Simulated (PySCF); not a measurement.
# C3H10SSi: the cost of one run

Programs: PySCF 2.14.0, with density-fitted response routines of our own. Each step states its level of theory. These are calculated values for one molecule in the gas phase, unless marked as measured. Atoms count from 0, in the outputs and in this text.

**1. Starting geometry**

15 atoms, charge 0, multiplicity 1; geometry from: GFN2-xTB. The atoms were then displaced at random by about 0.01 Å, so the start is not that level's minimum.

Bonds of the start (Å): Si0–C1 1.88, C1–C2 1.51, C2–C3 1.56, C3–S4 1.80, Si0–H5 1.47, Si0–H6 1.45, Si0–H7 1.49, C1–H8 1.10, C1–H9 1.08, C2–H10 1.11, C2–H11 1.09, C3–H12 1.08, C3–H13 1.09, S4–H14 1.34.

**2. Optimising the geometry at PBE0-D3(BJ)/def2-SVP**

What the job is given:

```
{"job": {"xc": "PBE0", "basis": "def2-SVP", "d3": "d3bj", "grid": 1, "shake": 0.01, "kind": "geom"}, "charge": 0, "multiplicity": 1}
Si    -2.266920     0.609820     0.632500
C     -0.727210     0.364520    -0.423850
C      0.383610    -0.305290     0.349960
C      1.669770    -0.491110    -0.514040
S      2.990110    -1.347680     0.362530
H     -1.953240     1.476620     1.779400
H     -2.772720    -0.663970     1.090400
H     -3.283170     1.306270    -0.197590
H     -0.364760     1.333090    -0.784100
H     -0.963170    -0.243000    -1.285770
H      0.656860     0.304220     1.236290
H      0.078990    -1.276030     0.732460
H      1.991600     0.470440    -0.885670
H      1.399240    -1.133560    -1.355670
H      3.145690    -0.421720     1.313430
```

On the command line:

```bash
OMP_NUM_THREADS=1 python probes_run.py task.json out
```

One launch serves the whole session: the jobs run in the order shown.

Q: Estimate the wall time and peak memory of this first job on 1 thread of Arm Neoverse V2, shared host.

About 29 s, with a peak of 0.5 GiB.
